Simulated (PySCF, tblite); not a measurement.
# C8H6OS2: excited states

Aim: compute the excited states of C8H6OS2 (`CC(=O)c1cc2sccc2s1`).

Computed with tblite 0.8.0 and PySCF 2.14.0 and routines of our own; the level stands in each step. Atoms count from 0.

## 1. The system as given

17 atoms, charge 0, multiplicity 1; geometry from: force field or distance geometry start.

## 2. Optimising the geometry with GFN2-xTB

Job settings and geometry (Å):

```
{"job": {"kind": "relax", "xc": "GFN2-xTB", "basis": "xTB"}, "charge": 0, "multiplicity": 1}
C     -1.721900     2.538700    -1.218100
C     -0.309400     2.223300    -0.844200
O      0.571400     3.081600    -0.969600
C      0.011700     0.898100    -0.319000
C      1.268500     0.462000     0.084100
C      1.239300    -0.884400     0.540000
S      2.435900    -1.997300     1.154500
C      1.229600    -3.192900     1.351200
C     -0.028400    -2.790300     0.966700
C     -0.008100    -1.438800     0.504100
S     -1.192000    -0.320600    -0.117200
H     -1.785200     3.567700    -1.584800
H     -2.390800     2.464500    -0.335600
H     -2.064800     1.878200    -2.020800
H      2.154700     1.092100     0.030500
H      1.500000    -4.165600     1.750600
H     -0.917800    -3.404400     1.017900
```

The run is started by

```sh
> OMP_NUM_THREADS=1 python excited_run.py task.json out
```

The driver reads the jobs from task.json and runs them one after another.

The log of the run:

```text
step      E/eV     max force
  0    -835.95115    1.858
  1    -836.02209    1.864
  2    -836.05218    0.456
  3    -836.06036    0.210
  4    -836.06691    0.205
  5    -836.07205    0.199
  6    -836.07508    0.228
  7    -836.07870    0.169
  8    -836.08090    0.108
  9    -836.08271    0.114
 10    -836.08415    0.121
 11    -836.08532    0.081
 12    -836.08607    0.083
 13    -836.08659    0.061
 14    -836.08705    0.066
 15    -836.08747    0.051
 16    -836.08780    0.042
 17    -836.08806    0.043
 18    -836.08832    0.049
 19    -836.08859    0.045
 20    -836.08885    0.042
 21    -836.08908    0.047
 22    -836.08934    0.051
 23    -836.08966    0.053
 24    -836.09005    0.057
 25    -836.09039    0.037
 26    -836.09066    0.040
 27    -836.09087    0.044
 28    -836.09105    0.032
 29    -836.09117    0.025
 30    -836.09123    0.016
 31    -836.09127    0.016
 32    -836.09130    0.016
 33    -836.09132    0.010
 34    -836.09133    0.006
```

It took 0.55 s on 1 thread of Intel Xeon Platinum 8259CL at 2.50GHz, shared host; peak memory 0.18 GiB.

Relaxation path: (not every step is listed)

```tsv
step	energy from step 0 (eV)	largest force (eV/Å)
0	0.0000	1.8580
1	-0.0709	1.8639
2	-0.1010	0.4561
3	-0.1092	0.2101
4	-0.1158	0.2052
5	-0.1209	0.1985
6	-0.1239	0.2283
7	-0.1276	0.1688
8	-0.1298	0.1080
10	-0.1330	0.1214
12	-0.1349	0.0831
14	-0.1359	0.0658
16	-0.1367	0.0419
18	-0.1372	0.0493
20	-0.1377	0.0417
22	-0.1382	0.0510
24	-0.1389	0.0573
26	-0.1395	0.0399
28	-0.1399	0.0320
29	-0.1400	0.0251
30	-0.1401	0.0156
31	-0.1401	0.0164
32	-0.1402	0.0156
33	-0.1402	0.0105
34	-0.1402	0.0064
```

Distances of close pairs at the start and the end, largest changes first:

```tsv
bond	before (Å)	after (Å)	change (Å)
C5–C9	1.366	1.396	+0.030
C3–S10	1.725	1.752	+0.027
C1–O2	1.236	1.212	-0.024
C4–C5	1.422	1.399	-0.023
C0–H12	1.110	1.088	-0.022
C9–S10	1.743	1.721	-0.022
C8–C9	1.429	1.409	-0.020
S6–C7	1.710	1.729	+0.020
```

The end geometry stands in the next job.

## 3. Vibrational analysis with GFN2-xTB

Job settings and geometry (Å):

```
{"job": {"kind": "ir", "xc": "GFN2-xTB", "basis": "xTB"}, "charge": 0, "multiplicity": 1}
C     -1.709431     2.492752    -1.196468
C     -0.266643     2.246210    -0.837434
O      0.600556     3.083173    -0.966529
C      0.039103     0.915541    -0.314303
C      1.281813     0.477352     0.075401
C      1.245365    -0.844283     0.531586
S      2.412153    -1.963442     1.146290
C      1.180891    -3.163493     1.331655
C     -0.056692    -2.751529     0.951648
C     -0.025339    -1.420504     0.491918
S     -1.193888    -0.313220    -0.117912
H     -1.825470     3.505731    -1.571774
H     -2.337247     2.353296    -0.318680
H     -2.027932     1.781886    -1.956397
H      2.157725     1.097323     0.023946
H      1.457620    -4.123521     1.720482
H     -0.939580    -3.361243     0.996661
```

The log of the run:

```text
mode    cm-1     km/mol
  1      51.3      5.19
  2      89.1      0.67
  3     117.6      0.30
  4     133.1      2.25
  5     201.0      1.28
  6     252.4      0.84
  7     292.7      0.26
  8     343.4      5.30
  9     407.4      0.06
 10     435.4      2.28
 11     460.6      0.56
 12     471.1      0.09
 13     528.3     23.78
 14     583.1      4.16
 15     595.6      0.86
 16     601.4      0.77
 17     704.9      1.65
 18     750.7     15.87
 19     778.4     13.17
 20     820.0     14.64
 21     823.7      0.20
 22     829.0     14.04
 23     897.7     12.74
 24     984.3     17.00
 25     989.6     15.28
 26    1014.0      9.92
 27    1078.0      0.06
 28    1123.3     25.34
 29    1160.1     28.68
 30    1213.7    309.70
 31    1321.7     95.39
 32    1368.0     17.41
 33    1376.6     67.33
 34    1433.0     43.11
 35    1447.9      6.18
 36    1457.0     15.93
 37    1472.7    122.60
 38    1490.5     79.26
 39    1715.2    398.72
 40    3023.7      8.56
 41    3030.1     10.41
 42    3060.2     13.29
 43    3145.5      3.43
 44    3148.9      0.22
 45    3164.4      2.76
```

It took 1.5 s on 1 thread of Intel Xeon Platinum 8259CL at 2.50GHz, shared host; peak memory 0.18 GiB.

The strongest bands and the atoms that carry them (share of the mass-weighted mode):

```tsv
cm⁻¹	km/mol	atoms
1160	28.7	H16 33 %, H15 28 %, C9 18 %, C7 12 %
1214	309.7	C1 43 %, C3 26 %
1322	95.4	C9 31 %, C5 31 %
1377	67.3	C9 27 %, C8 21 %, C5 19 %, C4 17 %
1433	43.1	C5 41 %, C9 28 %, C4 18 %
1473	122.6	C3 35 %, C4 25 %, C8 16 %, C7 15 %
1490	79.3	C8 30 %, C7 26 %, C3 13 %, C4 10 %
1715	398.7	C1 61 %, O2 37 %
```

## 4. Excited states: TDA CAM-B3LYP/def2-SVP

Settings changed since step 3:

```diff
@@ -1,2 +1,2 @@
-{"job": {"kind": "ir", "xc": "GFN2-xTB", "basis": "xTB"}, "charge": 0, "multiplicity": 1}
+{"job": {"kind": "states", "xc": "CAM-B3LYP", "basis": "def2-SVP", "tda": true, "soc": true, "nstates": 5, "ntriplets": 5, "nquad": 4}, "charge": 0, "multiplicity": 1}
 C     -1.709431     2.492752    -1.196468
```

Method: TDA CAM-B3LYP/def2-SVP excited states, vertical, gas phase, spin-orbit mean-field couplings.

The log of the run:

```text
coarse grid: 16744 points
cycle   1  E = -1179.0182099900  dE =  2.637e+00  |g| = 8.534e-01  |ddm| = 5.226e+00
cycle   2  E = -1178.7354259993  dE =  2.828e-01  |g| = 1.514e+00  |ddm| = 3.841e+00
cycle   3  E = -1179.1829604310  dE = -4.475e-01  |g| = 8.987e-02  |ddm| = 2.773e+00
cycle   4  E = -1179.1844915220  dE = -1.531e-03  |g| = 6.064e-02  |ddm| = 1.739e-01
cycle   5  E = -1179.1854518825  dE = -9.604e-04  |g| = 1.656e-02  |ddm| = 8.361e-02
cycle   6  E = -1179.1855227595  dE = -7.088e-05  |g| = 5.929e-03  |ddm| = 2.993e-02
cycle   7  E = -1179.1855351689  dE = -1.241e-05  |g| = 2.204e-03  |ddm| = 1.317e-02
cycle   8  E = -1179.1855369524  dE = -1.783e-06  |g| = 1.049e-03  |ddm| = 7.016e-03
final grid: 156600 points
cycle   9  E = -1179.3412350631  dE = -3.376e-05  |g| = 3.649e-03  |ddm| = 2.807e-02
cycle  10  E = -1179.3412339208  dE =  1.142e-06  |g| = 4.549e-03  |ddm| = 8.686e-03
cycle  11  E = -1179.3412384505  dE = -4.530e-06  |g| = 7.618e-04  |ddm| = 5.613e-03
cycle  12  E = -1179.3412385560  dE = -1.054e-07  |g| = 2.145e-04  |ddm| = 1.030e-03
cycle  13  E = -1179.3412385666  dE = -1.063e-08  |g| = 9.842e-05  |ddm| = 4.272e-04
cycle  14  E = -1179.3412385693  dE = -2.672e-09  |g| = 1.796e-05  |ddm| = 1.443e-04
cycle  15  E = -1179.3412385695  dE = -1.985e-10  |g| = 1.167e-05  |ddm| = 4.999e-05
converged SCF energy = -1179.3412385695

Singlet excitations
state   eV       nm        f     d(h-e)  d(exc)  Lambda  PR(NTO)  |dmu|/D   mu/D   main configurations
  1   3.9651   312.7   0.00008   1.319   2.881   0.393   1.005    3.734    2.079   H-2->L 0.83, H-2->L+1 0.12
  2   4.7002   263.8   0.55824   1.089   3.554   0.798   1.134    3.042    5.984   H->L 0.93
  3   4.8453   255.9   0.15390   1.099   3.472   0.733   1.159    3.084    6.119   H-1->L 0.92
  4   6.1384   202.0   0.00508   0.248   3.579   0.735   1.925    0.817    4.038   H-3->L 0.58, H->L+1 0.23, H-1->L+1 0.13
  5   6.1832   200.5   0.00003   0.615   3.114   0.478   1.110                     H->L+2 0.72, H-1->L+2 0.17

Triplet excitations (Tamm-Dancoff)
state   eV     d(h-e)  d(exc)  Lambda  PR(NTO)   main configurations
  1   2.8096   0.336   3.142   0.799   1.113   H->L 0.87
  2   3.4483   1.186   2.755   0.389   1.005   H-2->L 0.78, H-2->L+1 0.14
  3   3.6360   0.617   3.238   0.739   1.048   H-1->L 0.88
  4   4.3100   0.087   2.587   0.754   1.809   H->L+1 0.53, H-3->L 0.31
  5   5.2532   0.371   2.874   0.701   2.133   H-1->L+1 0.47, H-3->L 0.20, H-4->L 0.15
S1 - T1 = 1.1556 eV

Spin-orbit couplings |<S|Hso|T>| (cm-1)
             T1       T2       T3       T4       T5
S0        0.045   48.627    0.040    0.070    1.146
S1       14.577    0.036   14.938   12.933   17.606
S2        0.048   10.713    0.194    0.034    0.018
S3        0.039   16.580    0.146    0.028    0.044
S4        0.050    6.324    0.097    0.055    0.036
S5       15.869    0.283   10.811   19.738   12.915
T1 sublevels (cm-1): 0.000 0.009 0.025   radiative rates (1/s): 0.0236 0.00712 0.254
```

It took 84 s on 1 thread of Intel Xeon Platinum 8259CL at 2.50GHz, shared host; peak memory 0.93 GiB.

In short:

```tsv
quantity	value
S1 less T1	1.16 eV
```

Orbitals, density, ELF and potential are computed afterwards from the orbital file.

Frontier orbitals at CAM-B3LYP/def2-SVP, with the share of their density that lies nearest to each atom:

```tsv
orbital	energy (eV)	lies on
HOMO	-7.67	C3, C7 about 17 % each; C4, C8 about 11 % each; S6, S10 about 8 % each
LUMO	-0.81	C1, C3, C4 about 13 % each; O2 13 %; C7, C9 about 10 % each
```

ELF in a plane through or near 15 of the atoms.

Values, 10 rows by 14 columns:
```
0.00 0.00 0.00 0.00 0.00 0.00 0.00 0.00 0.00 0.00 0.00 0.00 0.00 0.00
0.00 0.00 0.00 0.00 0.01 0.00 0.00 0.05 0.00 0.00 0.00 0.00 0.00 0.00
0.00 0.00 0.00 0.51 0.85 0.17 0.27 1.00 0.02 0.62 0.32 0.00 0.00 0.00
0.00 0.00 0.01 0.58 0.70 0.63 0.57 0.79 0.02 0.84 0.91 0.13 0.00 0.00
0.00 0.00 0.45 0.40 0.62 0.67 0.66 0.87 0.75 0.43 0.15 0.04 0.00 0.00
0.00 0.03 1.00 0.73 0.74 0.50 0.51 0.74 0.52 0.81 0.70 1.00 0.10 0.00
0.00 0.00 0.12 0.05 0.47 0.70 0.73 0.71 0.39 0.42 0.46 0.62 0.01 0.00
0.00 0.00 0.00 0.37 1.00 0.26 0.23 0.90 0.41 0.02 0.05 0.01 0.00 0.00
0.00 0.00 0.00 0.01 0.58 0.01 0.01 0.12 0.01 0.00 0.00 0.00 0.00 0.00
0.00 0.00 0.00 0.00 0.00 0.00 0.00 0.00 0.00 0.00 0.00 0.00 0.00 0.00
```
The map spans 14.6 Å across and 10.0 Å up, centred on the molecule. Atoms in the plane (x, y in Å): C0 (3.2, -0.7), C1 (2.3, 0.6), O2 (2.8, 1.7), C3 (0.9, 0.4), C4 (0.0, 1.4), C5 (-1.3, 0.9), S6 (-2.9, 1.5), C7 (-3.6, 0.0), C8 (-2.7, -1.1), C9 (-1.4, -0.5), S10 (0.2, -1.2), H11 (4.2, -0.4), H14 (0.2, 2.4), H15 (-4.7, -0.1), H16 (-3.0, -2.1).

On the surface of density 0.002 e/bohr³ the electrostatic potential runs, from the 1st to the 99th percentile, from -1.72 V near O2 to 1.20 V near H15.

## 5. Outcome

```
                                   quantity                  value
  strongest single infrared mode (GFN2-xTB)  1715 cm⁻¹, 399 km/mol
               zero-point energy (GFN2-xTB)          72.0 kcal/mol
S1 less T1 (step 4, TDA CAM-B3LYP/def2-SVP)                1.16 eV
      surface potential, 1st and 99th percentile     -1.72 V and 1.20 V
```

**Reading.** All 45 modes are real, so the xTB geometry is a minimum. The strongest single mode, at 1715 cm⁻¹, moves mainly C1 and O2. GFN2-xTB is a fitted tight-binding method: band positions and strengths are rough. Its intensities can rank the bands wrongly. In step 4, the number of triplets below S1 is 3, and the largest singlet-triplet spin-orbit coupling is S0–T2, 48.63 cm⁻¹. By nearest atom (CAM-B3LYP/def2-SVP), the HOMO sits on C3, C7 about 17 % each; C4, C8 about 11 % each and the LUMO on C1, C3, C4 about 13 % each; O2 13 %.
